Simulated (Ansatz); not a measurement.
**TaCuN2 (database structure): how the settings move a single-point run**

How sensitive is a single-point run of TaCuN2 (database structure) to its settings? A reference run comes first, then four runs with altered input.

Program: Ansatz 0.2.0. Level of theory: reference: DFT r2SCAN, plane waves, PAW, scalar-relativistic, no spin polarisation. These are calculated values, not measurements.

## Step 1: The structure to begin with

The structure is trigonal, space group R-3m (No. 166). The conventional cell has a = 3.111 Å, b = 3.111 Å, c = 17.297 Å, α = 90.00°, β = 90.00°, γ = 120.00°. Ta (site symmetry -3m) has 6 N at 1.98 Å as nearest neighbours. Cu (site symmetry -3m) is surrounded by 2 N at 2.06 Å. Around N (site symmetry 3m) lie 3 Ta at 1.98 Å and 1 Cu at 2.06 Å.

Coordinates:

```
CELL_PARAMETERS angstrom
3.11065 0.00000 0.00000
-1.55533 2.69391 0.00000
0.00000 -1.79594 5.76569
ATOMIC_POSITIONS crystal
Ta 0.50000 0.00000 0.50000
Cu 0.00000 0.00000 0.00000
N 0.11900 0.23800 0.35700
N 0.88100 0.76200 0.64300
```

## Step 2: Reference

File input.yaml:

```yaml
crystal:
  lattice:
    - [3.110652, 0.0, 0.0]
    - [-1.555326, 2.693908, 0.0]
    - [0.0, -1.795935, 5.765687]
  atoms:
    - { symbol: Ta, position: [0.5, 0.0, 0.5] }
    - { symbol: Cu, position: [0.0, 0.0, 0.0] }
    - { symbol: "N", position: [0.119, 0.238, 0.357] }
    - { symbol: "N", position: [0.881, 0.762, 0.643] }
  symmetry: { tolerance: 0.0003 }
kpoints:
  mp_grid: { grid: [7, 7, 7], shift: [0, 0, 0] }
magnetization:
  spin_polarized: false
scf:
  occupations: { method: fermi_dirac }
hamiltonian:
  pseudopotentials: { kind: paw }
  xc: r2scan
basis:
  ecutwfc: 500
output:
  forces: true
  stress: true
  eigenvalues: true
```

Run with:

```
> ansatz run input.yaml --threads 1 --pin off --max-ram 2560MiB --backend cpu --events-out ev --progress --plain --runs-dir out
```

Standard output, shortened:

```text
Warning: crystal.lattice misses the space group found at crystal.symmetry.tolerance 3.0e-4 in a digit that the deck types, which is why this is a warning: making the lattice exact moves one of its numbers by a whole unit of that number's last typed decimal, or more. The operation that it [...]
Warning: RAYON_NUM_THREADS=1 ignored (pool sized by the plan → 1); use --threads N
[...]
Pseudopotentials: kind: paw
Pseudopotential: Ta, paw, valence charge 13, recommended cutoff 500 eV (meta_gga), Ta.paw.azcp
Pseudopotential: Cu, paw, valence charge 19, recommended cutoff 500 eV (meta_gga), Cu.paw.azcp
Pseudopotential: N, paw, valence charge 5, recommended cutoff 500 eV (meta_gga), N.paw.azcp
Functional definition: r2SCAN
[...]
Crystal: 4 atoms, lattice volume = 48.315 Å³
Basis set: ecut = 500 eV, 1221 PW (Γ), exchange–correlation on 96×96×180 points (64 copies of the dense FFT grid, shifted against one another)
Bands: 26, of which v1, the nominal top of the filled ones, is band 21 counted from 1 (20 counted from 0)
Symmetry: 12 space group operations
Space group: R-3m (ITA 166), of the structure as read, at distance tolerance 1.1e-3 Å
k-points: 44 of 343
[...]
SCF iter   1: F=—  HF=-17346.206021 eV  |F-HF|=—  |Δ(HF+E_count)|=         —  Δρ=2.73e-2  dr2=2.26e-1  dr2_τ=3.65e-1  ethr=1.77e-3  ⟨swp⟩=5.8  Hψ=4689  notcnv=0
[...]
SCF iter  10: F=-17346.255160 eV  HF=-17346.255161 eV  |F-HF|=7.20e-10  |Δ(HF+E_count)|=   1.76e-8  Δρ=1.56e-6  dr2=1.10e-9  dr2_τ=4.07e-11  ethr=2.38e-10  ⟨swp⟩=4.4  Hψ=3796  notcnv=0
[...]
SCF converged after 10 iterations
Free energy (F): -17346.255160 eV
[...]
E sigma→0 (E₀):  -17346.255094 eV
Entropy (-TS):   -0.000133 eV (-0.033 meV/atom)
Fermi energy:    13.676835 eV
[...]
--- Forces (eV/Å), atoms counted from 1 ---
  atom   1  Ta     0.00000000     0.00000000     0.00000000
  atom   2  Cu     0.00000000     0.00000000     0.00000000
  atom   3  N     -0.00000000    -0.00000231    -7.26282678
  atom   4  N     -0.00000000     0.00000231     7.26282678
[...]
--- Stress (GPa, compression-positive) ---
       36.708818       0.000000      -0.000000
        0.000000      36.708818      -0.000008
       -0.000000      -0.000008      11.101717
  P = ⅓ Tr σ = 28.1731 GPa (281.731 kbar)
--- Band table (eV; the first three rows and the last of 44) ---
  k-point 0: bands = ["-102.4631", "-58.3944", "-58.2614", "-58.2614", "-56.8839", "-22.9708", "-22.5986", "-22.5986", "-4.7438", "-0.5336", "5.6282", "6.1424", "6.1424", "9.8685", "10.5336", "11.1038", "11.1038", "11.3470", "11.3470", "12.5602", "12.5602", "14.8541", "15.0891", [...]
[...]
```

It took 15 s on 1 thread of Arm Neoverse N1, shared host; peak memory 0.46 GiB.

## Step 3: Changing settings: starting moments, mp_grid.grid [6, 6, 6], spin_polarized true, eigensolver.kind davidson

File input.yaml:

```yaml
crystal:
  lattice:
    - [3.110652, 0.0, 0.0]
    - [-1.555326, 2.693908, 0.0]
    - [0.0, -1.795935, 5.765687]
  atoms:
    - { symbol: Ta, position: [0.5, 0.0, 0.5], spin: 3.0 }
    - { symbol: Cu, position: [0.0, 0.0, 0.0], spin: 2.0 }
    - { symbol: "N", position: [0.119, 0.238, 0.357], spin: 2.0 }
    - { symbol: "N", position: [0.881, 0.762, 0.643], spin: 2.0 }
  symmetry: { tolerance: 0.0003 }
kpoints:
  mp_grid: { grid: [6, 6, 6], shift: [0, 0, 0] }
magnetization:
  spin_polarized: true
scf:
  occupations: { method: fermi_dirac }
  eigensolver: { kind: davidson }
hamiltonian:
  pseudopotentials: { kind: paw }
  xc: r2scan
basis:
  ecutwfc: 500
output:
  forces: true
  stress: true
  eigenvalues: true
  write_density: true
  write_potential: true
  elf: true
  volumetric_format: npy
```

Run with:

```
> ansatz run input.yaml --threads 1 --pin off --max-ram 2560MiB --backend cpu --events-out ev --progress --plain --runs-dir out
```

Standard output, shortened:

```text
Warning: crystal.lattice misses the space group found at crystal.symmetry.tolerance 3.0e-4 in a digit that the deck types, which is why this is a warning: making the lattice exact moves one of its numbers by a whole unit of that number's last typed decimal, or more. The operation that it [...]
Warning: where an SCF of this run starts from atoms to list the orders of its open shells, Cu (site 1, from 0) starts with 1.00 μB on its 4s shell, in the place of the 2.00 μB that the deck gives it: its open shells can hold no more by Hund's first rule. To start from spheres of the given [...]
Warning: RAYON_NUM_THREADS=1 ignored (pool sized by the plan → 1); use --threads N
[...]
Pseudopotentials: kind: paw
Pseudopotential: Ta, paw, valence charge 13, recommended cutoff 500 eV (meta_gga), Ta.paw.azcp
Pseudopotential: Cu, paw, valence charge 19, recommended cutoff 500 eV (meta_gga), Cu.paw.azcp
Pseudopotential: N, paw, valence charge 5, recommended cutoff 500 eV (meta_gga), N.paw.azcp
Functional definition: r2SCAN
[...]
Crystal: 4 atoms, lattice volume = 48.315 Å³
Basis set: ecut = 500 eV, 1221 PW (Γ), exchange–correlation on 96×96×180 points (64 copies of the dense FFT grid, shifted against one another)
Bands: 31, of which v1, the nominal top of the filled ones, is band 21 counted from 1 (20 counted from 0)
[...]
WARN: the starting moments were not kept: the SCF closed with an absolute magnetisation of 4.0e-6 μB, where they sum to 9 μB in size (4 sites). That is at most 0.1 of that sum. Measured as dr2_m measures the in/out step, that magnetisation stands 3.0e-12 eV from none, at or under the [...]
this state was not tested for a lower state beside it, because the mixer in use, unlike msr1, does not test its closes by its own steps (another_mixer; see scf.mixing.algorithm and scf.lower_state_search)
SCF converged after 21 iterations
Magnetization: -0.0000 μB (21.0000 up, 21.0000 down)
Absolute magnetization: 0.0000 μB (∫|ρ↑−ρ↓|, with the PAW one-centre terms)
Spin contamination: 0.0000 ħ² per cell (⟨S²⟩ above its minimum at these occupations)
Per-site moments (μB) at R_I (Å): [(-4.916268965734896e-7, 0.8151629994098681), (5.832254072458715e-7, 0.8490694818376714), (6.023099461854562e-7, 0.8151629994098681), (6.023099462457902e-7, 0.8151629994098681)]
Free energy (F): -17346.248696 eV
[...]
E sigma→0 (E₀):  -17346.248583 eV
Entropy (-TS):   -0.000227 eV (-0.057 meV/atom)
Fermi energy:    13.644043 eV
[...]
--- Forces (eV/Å), atoms counted from 1 ---
  atom   1  Ta    -0.00000000     0.00000000     0.00000000
  atom   2  Cu    -0.00000000     0.00000000     0.00000000
  atom   3  N     -0.00000000    -0.00000231    -7.27336023
  atom   4  N     -0.00000000     0.00000231     7.27336023
[...]
--- Stress (GPa, compression-positive) ---
       36.744911      -0.000000       0.000000
        0.000000      36.744911      -0.000008
        0.000000      -0.000008      11.179751
  P = ⅓ Tr σ = 28.2232 GPa (282.232 kbar)
--- Band table (eV; the first three rows and the last of 64) ---
[...]
```

Wall time 61 s (1 thread of Arm Neoverse N1, shared host); peak memory 0.5 GiB.

Changing the spin polarisation, k-point mesh and solver moves the energy by +1.6 meV/atom, and the gap on the mesh goes from 1.40 to 1.29 eV. A gap read on a mesh depends on which points the mesh holds, and a coarse mesh shifts the density too.

## Step 4: Variant: hubbard.sites [{species: Cu, l: d, u_eff: 3.0}], hubbard.double_counting fll, ecutrho_ratio 8

input.yaml: that of step 2 with these lines changed.

```diff
@@ -20,4 +20,6 @@
   xc: r2scan
+  hubbard: { sites: [{ species: Cu, l: d, u_eff: 3.0 }], double_counting: fll }
 basis:
   ecutwfc: 500
+  ecutrho_ratio: 8
 output:
```

Run with:

```
> ansatz run input.yaml --threads 1 --pin off --max-ram 2560MiB --backend cpu --events-out ev --progress --plain --runs-dir out
```

Standard output, shortened:

```text
Warning: crystal.lattice misses the space group found at crystal.symmetry.tolerance 3.0e-4 in a digit that the deck types, which is why this is a warning: making the lattice exact moves one of its numbers by a whole unit of that number's last typed decimal, or more. The operation that it [...]
Warning: RAYON_NUM_THREADS=1 ignored (pool sized by the plan → 1); use --threads N
Ta: projections on atomic orbitals take those of the free atom [Kr 4d10 4f14] 5s2 5p6 5d3 6s2, of charge +0.00 (hamiltonian.pseudopotentials.projection_atoms); the dataset's partial waves leave at most 6.0e-5 of an orbital's norm unspanned inside its sphere
Cu: projections on atomic orbitals take those of the free atom [Ne] 3s2 3p6 3d10 4s1, of charge +0.00 (hamiltonian.pseudopotentials.projection_atoms); the dataset's partial waves leave at most 2.0e-6 of an orbital's norm unspanned inside its sphere
[...]
k-points: 44 of 343
[...]
SCF iter   1: F=—  HF=-17347.464074 eV  |F-HF|=—  |Δ(HF+E_count)|=         —  Δρ=1.22e-1  dr2=8.62e0  dr2_τ=1.19e0  ethr=3.10e-3  ⟨swp⟩=5.7  Hψ=4563  notcnv=0
[...]
SCF iter  10: F=-17345.925520 eV  HF=-17345.925520 eV  |F-HF|=1.99e-9  |Δ(HF+E_count)|=  8.80e-10  Δρ=2.85e-6  dr2=2.52e-9  dr2_τ=1.53e-10  ethr=2.38e-10  ⟨swp⟩=5.0  Hψ=4362  notcnv=0
[...]
SCF converged after 10 iterations
Free energy (F): -17345.925520 eV
[...]
E sigma→0 (E₀):  -17345.925484 eV
Entropy (-TS):   -0.000072 eV (-0.018 meV/atom)
Fermi energy:    13.574303 eV
[...]
--- Forces (eV/Å), atoms counted from 1 ---
  atom   1  Ta     0.00000000     0.00000000     0.00000000
  atom   2  Cu     0.00000000     0.00000000     0.00000000
  atom   3  N     -0.00000000    -0.00000226    -7.11163300
  atom   4  N      0.00000000     0.00000226     7.11163300
[...]
--- Stress (GPa, compression-positive) ---
       36.669844       0.000000      -0.000000
        0.000000      36.669844      -0.000007
       -0.000000      -0.000007      13.605053
  P = ⅓ Tr σ = 28.9816 GPa (289.816 kbar)
--- Band table (eV; the first three rows and the last of 44) ---
[... band rows left out ...]
[...]
Occupation matrices written to <dir>
```

It took 26 s on 1 thread of Arm Neoverse N1, shared host; peak memory 0.82 GiB.

Changing the Hubbard U and numerical grids moves the energy by +82.4 meV/atom, and the pressure goes from 28.2 to 29.0 GPa, the gap on the mesh goes from 1.40 to 1.49 eV and the largest force goes from 7.26 to 7.11 eV/Å. The U term adds an energy of its own, so the shift says nothing about which run is better. Cost: 26 s against 15 s.

## Step 5: Changed: occupations.method methfessel_paxton, occupations.width 0.2

input.yaml: that of step 2 with these lines changed.

```diff
@@ -16,3 +16,3 @@
 scf:
-  occupations: { method: fermi_dirac }
+  occupations: { method: methfessel_paxton, width: 0.2 }
 hamiltonian:
@@ -26 +26,5 @@
   eigenvalues: true
+  write_density: true
+  write_potential: true
+  elf: true
+  volumetric_format: npy
```

Run with:

```
> ansatz run input.yaml --threads 1 --pin off --max-ram 2560MiB --backend cpu --events-out ev --progress --plain --runs-dir out
```

Standard output, shortened:

```text
Warning: crystal.lattice misses the space group found at crystal.symmetry.tolerance 3.0e-4 in a digit that the deck types, which is why this is a warning: making the lattice exact moves one of its numbers by a whole unit of that number's last typed decimal, or more. The operation that it [...]
Warning: RAYON_NUM_THREADS=1 ignored (pool sized by the plan → 1); use --threads N
[...]
Pseudopotentials: kind: paw
Pseudopotential: Ta, paw, valence charge 13, recommended cutoff 500 eV (meta_gga), Ta.paw.azcp
Pseudopotential: Cu, paw, valence charge 19, recommended cutoff 500 eV (meta_gga), Cu.paw.azcp
Pseudopotential: N, paw, valence charge 5, recommended cutoff 500 eV (meta_gga), N.paw.azcp
Functional definition: r2SCAN
[...]
Crystal: 4 atoms, lattice volume = 48.315 Å³
Basis set: ecut = 500 eV, 1221 PW (Γ), exchange–correlation on 96×96×180 points (64 copies of the dense FFT grid, shifted against one another)
Bands: 26, of which v1, the nominal top of the filled ones, is band 21 counted from 1 (20 counted from 0)
Symmetry: 12 space group operations
[...]
Stability not checked: this state was not tested for a lower state beside it, because cold or Methfessel-Paxton smearing, or corrected tetrahedra, fill the levels in a way that the test cannot read (fill_not_monotonic; see scf.lower_state_search)
Free energy (F): -17346.255146 eV
[...]
E sigma→0 (E₀):  -17346.255146 eV
Entropy (-TS):   0.000000 eV (0.000 meV/atom)
Fermi energy:    13.724767 eV
Step filling:    the computed levels leave a gap of 1.3977 eV = 7.0 smearing widths at the electron count; against every level under it full and every level over it empty, smearing changes F+E_penalty+E_count by +9.04e-6 meV and its σ→0 estimate by -4.92e-5 meV
[...]
--- Forces (eV/Å), atoms counted from 1 ---
  atom   1  Ta     0.00000000     0.00000000     0.00000000
  atom   2  Cu     0.00000000    -0.00000000     0.00000000
  atom   3  N      0.00000000    -0.00000231    -7.26294329
  atom   4  N      0.00000000     0.00000231     7.26294329
[...]
--- Stress (GPa, compression-positive) ---
       36.709575       0.000000      -0.000000
        0.000000      36.709575      -0.000008
       -0.000000      -0.000008      11.103124
  P = ⅓ Tr σ = 28.1741 GPa (281.741 kbar)
--- Band table (eV; the first three rows and the last of 44) ---
[... band rows left out ...]
[...]
```

Run time: 18 s. Hardware: 1 thread of Arm Neoverse N1, shared host; peak memory 0.47 GiB.

Changing the smearing leaves the energy as it was (0.0 meV/atom).

## Step 6: Changing settings: symmetry.detect false, lower_state_search standard, tolerance left out

input.yaml: that of step 2 with these lines changed.

```diff
@@ -10,3 +10,3 @@
     - { symbol: "N", position: [0.881, 0.762, 0.643] }
-  symmetry: { tolerance: 0.0003 }
+  symmetry: { detect: false }
 kpoints:
@@ -17,2 +17,3 @@
   occupations: { method: fermi_dirac }
+  lower_state_search: standard
 hamiltonian:
```

Run with:

```
> ansatz run input.yaml --threads 1 --pin off --max-ram 2560MiB --backend cpu --events-out ev --progress --plain --runs-dir out
```

Standard output, shortened:

```text
Warning: RAYON_NUM_THREADS=1 ignored (pool sized by the plan → 1); use --threads N
[...]
Pseudopotentials: kind: paw
Pseudopotential: Ta, paw, valence charge 13, recommended cutoff 500 eV (meta_gga), Ta.paw.azcp
Pseudopotential: Cu, paw, valence charge 19, recommended cutoff 500 eV (meta_gga), Cu.paw.azcp
Pseudopotential: N, paw, valence charge 5, recommended cutoff 500 eV (meta_gga), N.paw.azcp
Functional definition: r2SCAN
[...]
Crystal: 4 atoms, lattice volume = 48.315 Å³
Basis set: ecut = 500 eV, 1221 PW (Γ), exchange–correlation on 96×96×180 points (64 copies of the dense FFT grid, shifted against one another)
Bands: 26, of which v1, the nominal top of the filled ones, is band 21 counted from 1 (20 counted from 0)
Symmetry: 1 space group operations
k-points: 172 of 343 (time reversal used)
[...]
SCF iter   1: F=-17346.093190 eV  HF=-17346.206085 eV  |F-HF|=1.13e-1  |Δ(HF+E_count)|=         —  Δρ=2.73e-2  dr2=2.26e-1  dr2_τ=3.65e-1  ethr=1.77e-3  ⟨swp⟩=5.8  Hψ=18893  notcnv=0
[...]
SCF iter  10: F=-17346.255160 eV  HF=-17346.255161 eV  |F-HF|=3.37e-9  |Δ(HF+E_count)|=   2.03e-8  Δρ=2.68e-6  dr2=4.42e-9  dr2_τ=3.08e-10  ethr=2.38e-10  ⟨swp⟩=4.7  Hψ=15232  notcnv=0
[...]
SCF converged after 10 iterations
Free energy (F): -17346.255160 eV
[...]
E sigma→0 (E₀):  -17346.255094 eV
Entropy (-TS):   -0.000133 eV (-0.033 meV/atom)
Fermi energy:    13.676834 eV
[...]
--- Forces (eV/Å), atoms counted from 1 ---
  atom   1  Ta    -0.00000003     0.00000000    -0.00002793
  atom   2  Cu     0.00000002     0.00000000     0.00002913
  atom   3  N     -0.00000002     0.00004696    -7.26284219
  atom   4  N      0.00000005    -0.00004699     7.26282099
[...]
--- Stress (GPa, compression-positive) ---
       36.709165      -0.000000       0.000000
       -0.000000      36.708456      -0.000225
        0.000000      -0.000239      11.101640
  P = ⅓ Tr σ = 28.1731 GPa (281.731 kbar)
--- Band table (eV; the first three rows and the last of 172) ---
[... band rows left out ...]
[...]
```

It took 89 s on 1 thread of Arm Neoverse N1, shared host; peak memory 0.63 GiB.

The changed input (use of symmetry and search for lower states) leaves the energy the same to the digits printed. Cost: 89 s against 15 s.

## Step 7: All runs together

```
                                                                                             run     ending                                         energy change  pressure (GPa)  gap (eV)  force (eV/Å)  cycles  time
                                                                                       reference  converged                                                     0            28.2      1.40          7.26      10  15 s
     1: starting moments, mp_grid.grid [6, 6, 6], spin_polarized true, eigensolver.kind davidson  converged                                         +1.6 meV/atom            28.2      1.29          7.27      21  61 s
2: hubbard.sites [{species: Cu, l: d, u_eff: 3.0}], hubbard.double_counting fll, ecutrho_ratio 8  converged  +82.4 meV/atom (U changed: no physical gain or loss)            29.0      1.49          7.11      10  26 s
                                  3: occupations.method methfessel_paxton, occupations.width 0.2  converged                                    0.0 meV/atom (σ→0)            28.2      1.40          7.26       9  18 s
                       4: symmetry.detect false, lower_state_search standard, tolerance left out  converged                                          0.0 meV/atom            28.2      1.40          7.26      10  89 s
```

Times don't compare one to one where runs were asked for different outputs or read a saved state (see the inputs); cycles may leave out searches for a lower state.

Residual by cycle in the longest SCF loop of each run; runs are numbered as in the table. The quantity is the density residual dr2, in eV.

```
cycle  reference    run 1    run 2   run 3   run 4
    1      0.226     2.82     8.62   0.226   0.226
    3     0.0292     1.39    0.502  0.0292  0.0292
    5     4.2e-5     0.61   0.0115  4.2e-5  4.3e-5
    6     7.3e-6   0.0963  0.00151  7.4e-6  7.5e-6
    8     2.1e-6   0.0436   3.5e-6  1.9e-6  2.2e-6
   10     1.1e-9  0.00488   2.5e-9       -  4.4e-9
   12          -   1.3e-4        -       -       -
   14          -   2.1e-5        -       -       -
   16          -   8.0e-7        -       -       -
   17          -   1.0e-7        -       -       -
   19          -   8.2e-9        -       -       -
   21          -  2.3e-10        -       -       -
```

A changed U is a change of model: its shifts are not errors of convergence. The structure is not at rest: the sound run finds 28 GPa, so these are no properties of the relaxed crystal.  The gap of the reference lacks spin-orbit coupling, though the cell holds Ta.

Caveats on the reference run: spin-orbit coupling, which can shrink the gap with elements this heavy, is left out.
